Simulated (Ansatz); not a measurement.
A run of Ansatz 0.2.0:

File input.yaml:

```yaml
crystal:
  lattice:
    - [4.716998, 0.0, 0.0]
    - [0.0, 4.716998, 0.0]
    - [0.0, 0.0, 4.716998]
  atoms:
    - { symbol: Tl, position: [0.5, 0.5, 0.0] }
    - { symbol: Tl, position: [0.5, 0.0, 0.5] }
    - { symbol: Tl, position: [0.0, 0.5, 0.5] }
    - { symbol: Cu, position: [0.0, 0.0, 0.0] }
hamiltonian:
  xc: pbe
  pseudopotentials: { kind: paw }
kpoints:
  mp_grid: { grid: [6, 6, 6] }
scf:
  occupations: { method: fermi_dirac, width: 0.05 }
output:
  forces: true
  stress: true
  eigenvalues: true
relax:
  f_tol: 0.01
  max_steps: 40
  cell: { stress_tol: 0.05, p_target: 5.0 }
```

Potentials or basis: Ansatz PAW.

Run with:

```console
$ ansatz run input.yaml --threads 2 --pin off --max-ram 5632MiB --backend cpu --events-out ev --progress --plain --runs-dir out
```

Hardware: 2 threads of Arm Neoverse V1, with other jobs on the host.

Q: Estimate the wall time of this run.

A: It took 13 s on 2 threads of Arm Neoverse V1 (shared host), peak memory 0.4 GiB. Counts: scf iterations 34, plane waves 1839, k points 20, bands 35, ion steps 5.
